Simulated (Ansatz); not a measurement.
**CH₃ClInO radical: basis-set convergence**

An exercise on one series of results from a longer session: the logs are not shown, and one member is left open.

Computed with Ansatz 0.2.0, Gaussian basis. Level: one geometry, several basis sets.

Levels to be run: PBE0-D4/def2-SVP; ωB97M-V/def2-SVP; PBE0-D4/def2-QZVPP; ωB97M-V/def2-QZVPP; the functionals' def2-TZVPP values are taken from earlier runs.

1 further run of the same task is left out (for a known fault of the program).

### Structure used throughout

The geometry comes from an earlier relaxation with PBE0-D4 in a triple-zeta def2 set; it is a stationary point, not always the lowest conformer. In takes the def2 core potential; no spin-orbit term is included.

SMILES `C[O][In][Cl]`, 7 atoms, charge 0, spin multiplicity 2.

Atoms are counted from 1 here; the program's logs count them from 0.

Bond lengths: C1–O2 1.400 Å, C1–H5 1.096 Å, C1–H6 1.097 Å, C1–H7 1.097 Å, O2–In3 2.013 Å, In3–Cl4 2.359 Å. Angles: O2–C1–H5 107.5°, O2–C1–H6 112.9°, O2–C1–H7 112.9°, H5–C1–H6 107.5°, H5–C1–H7 107.5°, H6–C1–H7 108.3°, C1–O2–In3 126.3°, O2–In3–Cl4 113.7°.

The first run:

in.yaml reads:

```yaml
crystal:
  periodic: [false, false, false]
  atoms:
    - {symbol: C, position_ang: [0.091302, 1.144393, 0.187160]}
    - {symbol: O, position_ang: [-0.344456, -0.082417, -0.327069]}
    - {symbol: In, position_ang: [0.367579, -1.900771, 0.162841]}
    - {symbol: Cl, position_ang: [-0.700300, -3.673166, -0.970944]}
    - {symbol: H, position_ang: [-0.501133, 1.932361, -0.292196]}
    - {symbol: H, position_ang: [-0.060247, 1.231294, 1.270344]}
    - {symbol: H, position_ang: [1.147257, 1.348317, -0.030134]}
basis:
  gaussian: {orbitals: def2-SVP}
magnetization: {spin_polarized: true, initial_magnetization: 1}
hamiltonian: {xc: pbe0, dispersion: d4}
output: {orbitals: {seedname: orbitals}}
```

Command:

```
> ansatz run in.yaml --threads 4 --pin off --events-out ev --progress --plain --max-ram 10444MiB
```

Among the steps run: PBE0-D4 in def2-SVP; ωB97M-V in def2-SVP; PBE0-D4 in def2-QZVPP; ωB97M-V in def2-QZVPP.

One table of the session follows, with a row left open; its other results are not shown here.

It belongs to the step «Functionals by basis». 

```
functional       basis  HOMO (eV)  LUMO (eV)
   PBE0-D4    def2-SVP      -6.59      -3.87
   PBE0-D4  def2-TZVPP      -6.72      -3.99
   PBE0-D4  def2-QZVPP      -6.74      -4.03
   ωB97M-V    def2-SVP      -8.62      -2.20
   ωB97M-V  def2-TZVPP      -8.77      -2.36
   ωB97M-V  def2-QZVPP          ?          ?
```

Estimate the missing values for ωB97M-V, def2-QZVPP.

As computed: HOMO (eV): -8.80; LUMO (eV): -2.44. In the column «HOMO (eV)» it is the lowest.
